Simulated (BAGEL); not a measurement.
# C2H5NSi (SMILES C[SiH2]C#N): levels of theory compared

Wanted: a comparison of 4 runs (B3LYP/6-31G*, B3LYP/cc-pVDZ, PBE0/cc-pVDZ, RI-MP2/cc-pVDZ) of C2H5NSi. 

Program for the calculation: BAGEL 1.2.2.

8 further runs of the same task are left out: 7 that didn't finish, 1 set aside as unsound or not needed. Runs told in other sessions of the task aren't counted.

## (1) The structure to begin with

C2H5NSi has 9 atoms, charge 0, and is taken as a singlet. As SMILES, `C[SiH2]C#N`. The coordinates come from a PBE0-D4/def2-TZVP relaxation.

Bond lengths: C1–Si2 1.859 Å, Si2–C3 1.855 Å, C3–N4 1.152 Å, C1–H5 1.092 Å, C1–H6 1.092 Å, C1–H7 1.092 Å, Si2–H8 1.482 Å, Si2–H9 1.482 Å. Some angles: C1–Si2–C3 108.8°, Si2–C3–N4 178.8°, C1–Si2–H8 112.7°, C1–Si2–H9 112.7°, C3–Si2–H8 106.1°, C3–Si2–H9 106.1°, Si2–C1–H5 110.7°, Si2–C1–H6 110.7°, Si2–C1–H7 110.1°, H8–Si2–H9 110.0°.

## (2) The energy at B3LYP/6-31G(d) (density fitting with qzvpp-jkfit, spherical functions) (run 1)

job.json reads:

```json
{ "bagel" : [

{
  "title" : "molecule",
  "basis" : "6-31gs.json",
  "df_basis" : "qzvpp-jkfit",
  "angstrom" : true,
  "geometry" : [
    { "atom" : "C", "xyz" : [   -0.672000,    0.931100,   -0.497500 ] },
    { "atom" : "Si", "xyz" : [   -0.146800,   -0.554600,    0.488300 ] },
    { "atom" : "C", "xyz" : [    1.638300,   -0.910100,    0.129800 ] },
    { "atom" : "N", "xyz" : [    2.747300,   -1.112400,   -0.107600 ] },
    { "atom" : "H", "xyz" : [   -0.554100,    0.746100,   -1.566800 ] },
    { "atom" : "H", "xyz" : [   -0.072800,    1.803400,   -0.229800 ] },
    { "atom" : "H", "xyz" : [   -1.721900,    1.160400,   -0.300900 ] },
    { "atom" : "H", "xyz" : [   -0.893300,   -1.779400,    0.117000 ] },
    { "atom" : "H", "xyz" : [   -0.236400,   -0.330800,    1.950300 ] }
  ]
},
{ "title" : "ks", "xc_func" : "b3lyp" },
{ "title" : "print", "file" : "orbitals.molden", "orbitals" : true }

]}
```

The basis set 6-31G* is read from a file made from the Basis Set Exchange's data (not shown).

The run is started by

```
BAGEL_NUM_THREADS=1 BAGEL job.json > job.out
```

Log:

```text
* using 1 threads per process

  ===============================================================
  ===============================================================

  *** Geometry ***

  { "atom" : "C", "xyz" : [     -1.269896,      1.759524,     -0.940139 ] },
  { "atom" : "Si", "xyz" : [     -0.277412,     -1.048042,      0.922753 ] },
  { "atom" : "C", "xyz" : [      3.095938,     -1.719840,      0.245286 ] },
  { "atom" : "N", "xyz" : [      5.191645,     -2.102131,     -0.203335 ] },
  { "atom" : "H", "xyz" : [     -1.047097,      1.409925,     -2.960823 ] },
  { "atom" : "H", "xyz" : [     -0.137572,      3.407932,     -0.434259 ] },
  { "atom" : "H", "xyz" : [     -3.253919,      2.192838,     -0.568619 ] },
  { "atom" : "H", "xyz" : [     -1.688092,     -3.362579,      0.221098 ] },
  { "atom" : "H", "xyz" : [     -0.446731,     -0.625121,      3.685533 ] },

  Number of auxiliary basis functions:      445

  Since a DF basis is specified, we compute 2- and 3-index integrals:
    o Being stored without compression. Storage requirement is 0.017 GB

  Number of basis functions:       70
  Number of electrons      :       38

    * METHOD: MOLECULE                             0.21

  *** Kohn-Sham DFT ***

    * Removing 16140 points whose weight is below 1.00e-10
    * Grid points: 118014

  === Nuclear Repulsion ===
   138.0890289152

       - DIIS with orbital gradients will be used.

  === KS iteration (b3lyp / 6-31gs.json) ===
      0       -392.26694990          0.14085785           0.33
      1       -394.45335090          0.16122783           0.31
      2       -391.21877519          0.18250131           0.31
      3       -417.45141605          0.10292566           0.31
      4       -422.70752392          0.04206279           0.31
      5       -423.27859446          0.02340919           0.31
      6       -423.39037430          0.01558547           0.31
      7       -423.45696318          0.00371240           0.31
      8       -423.46091594          0.00120740           0.31
      9       -423.46140251          0.00012075           0.31
     10       -423.46140929          0.00003309           0.31
     11       -423.46140990          0.00000641           0.30
     12       -423.46140991          0.00000530           0.30
     13       -423.46140992          0.00000144           0.31
     14       -423.46140992          0.00000033           0.31
     15       -423.46140992          0.00000021           0.32
     16       -423.46140992          0.00000002           0.32
     17       -423.46140992          0.00000001           0.31
    * SCF iteration converged.

    * Permanent dipole moment:
           (    1.403959,    -0.555439,    -0.063873) a.u.

    * METHOD: KS                                   6.22

    * METHOD: PRINT                                0.01

  ===============================================================
```

Wall time 6.6 s (1 thread of Arm Neoverse V1, shared host); peak memory 0.4 GiB.

## (3) The energy at B3LYP/cc-pVDZ (density fitting with qzvpp-jkfit) (run 2)

input.json reads:

```json
{ "bagel": [

{
  "title": "molecule",
  "basis": "cc-pvdz.json",
  "df_basis": "qzvpp-jkfit",
  "angstrom": true,
  "geometry": [
    { "atom": "C", "xyz": [      -0.672000,       0.931100,      -0.497500 ] },
    { "atom": "Si", "xyz": [      -0.146800,      -0.554600,       0.488300 ] },
    { "atom": "C", "xyz": [       1.638300,      -0.910100,       0.129800 ] },
    { "atom": "N", "xyz": [       2.747300,      -1.112400,      -0.107600 ] },
    { "atom": "H", "xyz": [      -0.554100,       0.746100,      -1.566800 ] },
    { "atom": "H", "xyz": [      -0.072800,       1.803400,      -0.229800 ] },
    { "atom": "H", "xyz": [      -1.721900,       1.160400,      -0.300900 ] },
    { "atom": "H", "xyz": [      -0.893300,      -1.779400,       0.117000 ] },
    { "atom": "H", "xyz": [      -0.236400,      -0.330800,       1.950300 ] }
  ]
},

{
  "title": "ks",
  "xc_func": "b3lyp"
},

{
  "title": "print",
  "file": "orbitals.molden",
  "orbitals": true
}

]}
```

The basis set cc-pVDZ is read from a file made from the Basis Set Exchange's data (not shown).

The run is started by

```
BAGEL_NUM_THREADS=1 BAGEL input.json > input.out
```

Log:

```text
* using 1 threads per process

  ===============================================================
  ===============================================================

  *** Geometry ***

  { "atom" : "C", "xyz" : [     -1.269896,      1.759524,     -0.940139 ] },
  { "atom" : "Si", "xyz" : [     -0.277412,     -1.048042,      0.922753 ] },
  { "atom" : "C", "xyz" : [      3.095938,     -1.719840,      0.245286 ] },
  { "atom" : "N", "xyz" : [      5.191645,     -2.102131,     -0.203335 ] },
  { "atom" : "H", "xyz" : [     -1.047097,      1.409925,     -2.960823 ] },
  { "atom" : "H", "xyz" : [     -0.137572,      3.407932,     -0.434259 ] },
  { "atom" : "H", "xyz" : [     -3.253919,      2.192838,     -0.568619 ] },
  { "atom" : "H", "xyz" : [     -1.688092,     -3.362579,      0.221098 ] },
  { "atom" : "H", "xyz" : [     -0.446731,     -0.625121,      3.685533 ] },

  Number of auxiliary basis functions:      445

  Since a DF basis is specified, we compute 2- and 3-index integrals:
    o Being stored without compression. Storage requirement is 0.026 GB

  Number of basis functions:       85
  Number of electrons      :       38

    * METHOD: MOLECULE                             0.21

  *** Kohn-Sham DFT ***

    * Removing 16140 points whose weight is below 1.00e-10
    * Grid points: 118014

  === Nuclear Repulsion ===
   138.0890289152

       - DIIS with orbital gradients will be used.

  === KS iteration (b3lyp / cc-pvdz.json) ===
      0       -395.53601703          0.08734704           0.37
      1       -364.70439737          0.17083103           0.36
      2       -362.62313017          0.18308227           0.35
      3       -393.86755438          0.13465635           0.36
      4       -413.15415834          0.08722835           0.37
      5       -410.14512389          0.09144709           0.36
      6       -423.39848812          0.01208820           0.36
      7       -423.23804988          0.02224704           0.36
      8       -423.48209675          0.00179225           0.36
      9       -423.48397556          0.00030452           0.36
     10       -423.48401610          0.00009703           0.36
     11       -423.48402010          0.00003844           0.37
     12       -423.48402088          0.00000858           0.36
     13       -423.48402091          0.00000285           0.36
     14       -423.48402091          0.00000103           0.36
     15       -423.48402091          0.00000030           0.36
     16       -423.48402091          0.00000004           0.36
     17       -423.48402091          0.00000001           0.36
    * SCF iteration converged.

    * Permanent dipole moment:
           (    1.375177,    -0.551641,    -0.056573) a.u.

    * METHOD: KS                                   7.27

    * METHOD: PRINT                                0.02

  ===============================================================
```

Wall time 7.8 s (1 thread of Arm Neoverse V1, shared host); peak memory 0.46 GiB.

Run 3 isn't shown in full; the table further down has it.

## (4) The energy at RI-MP2/cc-pVDZ (density fitting with qzvpp-jkfit) (run 4)

mp2.json reads:

```json
{ "bagel" : [

{
  "title" : "molecule",
  "basis" : "cc-pvdz.json",
  "df_basis" : "qzvpp-jkfit",
  "angstrom" : "true",
  "geometry" : [
    { "atom" : "C", "xyz" : [   -0.672000,    0.931100,   -0.497500 ] },
    { "atom" : "Si", "xyz" : [   -0.146800,   -0.554600,    0.488300 ] },
    { "atom" : "C", "xyz" : [    1.638300,   -0.910100,    0.129800 ] },
    { "atom" : "N", "xyz" : [    2.747300,   -1.112400,   -0.107600 ] },
    { "atom" : "H", "xyz" : [   -0.554100,    0.746100,   -1.566800 ] },
    { "atom" : "H", "xyz" : [   -0.072800,    1.803400,   -0.229800 ] },
    { "atom" : "H", "xyz" : [   -1.721900,    1.160400,   -0.300900 ] },
    { "atom" : "H", "xyz" : [   -0.893300,   -1.779400,    0.117000 ] },
    { "atom" : "H", "xyz" : [   -0.236400,   -0.330800,    1.950300 ] }
  ]
},
{ "title" : "hf" },
{ "title" : "mp2", "ncore" : 8 }

]}
```

The basis set cc-pVDZ is read from a file made from the Basis Set Exchange's data (not shown).

The run is started by

```
BAGEL_NUM_THREADS=1 BAGEL mp2.json > mp2.out
```

Log:

```text
* using 1 threads per process

  ===============================================================
  ===============================================================

  *** Geometry ***

  { "atom" : "C", "xyz" : [     -1.269896,      1.759524,     -0.940139 ] },
  { "atom" : "Si", "xyz" : [     -0.277412,     -1.048042,      0.922753 ] },
  { "atom" : "C", "xyz" : [      3.095938,     -1.719840,      0.245286 ] },
  { "atom" : "N", "xyz" : [      5.191645,     -2.102131,     -0.203335 ] },
  { "atom" : "H", "xyz" : [     -1.047097,      1.409925,     -2.960823 ] },
  { "atom" : "H", "xyz" : [     -0.137572,      3.407932,     -0.434259 ] },
  { "atom" : "H", "xyz" : [     -3.253919,      2.192838,     -0.568619 ] },
  { "atom" : "H", "xyz" : [     -1.688092,     -3.362579,      0.221098 ] },
  { "atom" : "H", "xyz" : [     -0.446731,     -0.625121,      3.685533 ] },

  Number of auxiliary basis functions:      445

  Since a DF basis is specified, we compute 2- and 3-index integrals:
    o Being stored without compression. Storage requirement is 0.026 GB

  Number of basis functions:       85
  Number of electrons      :       38

    * METHOD: MOLECULE                             0.22

  *** RHF ***

  === Nuclear Repulsion ===
   138.0890289152

      * DIIS with orbital gradients will be used.

  === RHF iteration (cc-pvdz.json) ===
      0       -421.86359311          0.01538598           0.05
      1       -421.97989932          0.01117148           0.05
      2       -422.04256368          0.00243420           0.05
      3       -422.04621102          0.00089714           0.05
      4       -422.04671252          0.00011129           0.05
      5       -422.04672496          0.00003409           0.05
      6       -422.04672647          0.00001316           0.05
      7       -422.04672667          0.00000298           0.05
      8       -422.04672668          0.00000173           0.05
      9       -422.04672668          0.00000091           0.05
     10       -422.04672669          0.00000041           0.05
     11       -422.04672669          0.00000010           0.05
     12       -422.04672669          0.00000003           0.05
     13       -422.04672669          0.00000001           0.05
    * SCF iteration converged.

    * Permanent dipole moment:
           (    1.471407,    -0.550068,    -0.092250) a.u.

    * METHOD: HF                                   0.90

  *** RHF ***

  === Nuclear Repulsion ===
   138.0890289152

      * DIIS with orbital gradients will be used.

  === RHF iteration (cc-pvdz.json) ===
      0       -422.04672669          0.00000001           0.05
    * SCF iteration converged.

    * Permanent dipole moment:
           (    1.471407,    -0.550068,    -0.092250) a.u.

  === DF-MP2 calculation ===

    * freezing 8 orbitals
    * 3-index integral transformation done
    * assembly done

      MP2 correlation energy:   -0.5218898900      0.03

      MP2 total energy:       -422.5686165770

    * METHOD: MP2                                  0.16

  ===============================================================
```

Wall time 1.4 s (1 thread of Arm Neoverse V1, shared host); peak memory 0.11 GiB.

## (5) The series

| run | level | frozen core orbitals | energy (Eh) | dipole moment (D) | HOMO energy (eV) | LUMO energy (eV) | wall time |
| --- | --- | --- | --- | --- | --- | --- | --- |
| 1 | B3LYP/6-31G* (density fitting with qzvpp-jkfit, spherical functions) | – | -423.461410 | 3.84 | -9.02 | -0.29 | 6.6 s |
| 2 | B3LYP/cc-pVDZ (density fitting with qzvpp-jkfit) | – | -423.484021 | 3.77 | -9.07 | -0.32 | 7.8 s |
| 3 | PBE0/cc-pVDZ (density fitting with qzvpp-jkfit) | – | -423.176973 | 3.82 | -9.36 | -0.13 | 8.7 s |
| 4 | RI-MP2/cc-pVDZ (density fitting with qzvpp-jkfit) | 8 | -422.568617 | – | – | – | 1.4 s |

## (6) Results

```
                                          quantity          value
                               run 4: total energy  -422.56862 Eh
run 4: correlation energy (8 core orbitals frozen)     -521.9 mEh
```

In words: Over runs 1, 2, 3 the dipole moment (its size) runs from 3.77 D (B3LYP/cc-pVDZ) to 3.84 D (B3LYP/6-31G*). Over runs 1, 2, 3 the HOMO–LUMO gap runs from 8.73 eV (B3LYP/6-31G*) to 9.23 eV (PBE0/cc-pVDZ). The two ends differ in method and basis. Totals of different functionals can't be ranked against each other. All runs together took 25 s, the longest 8.7 s.
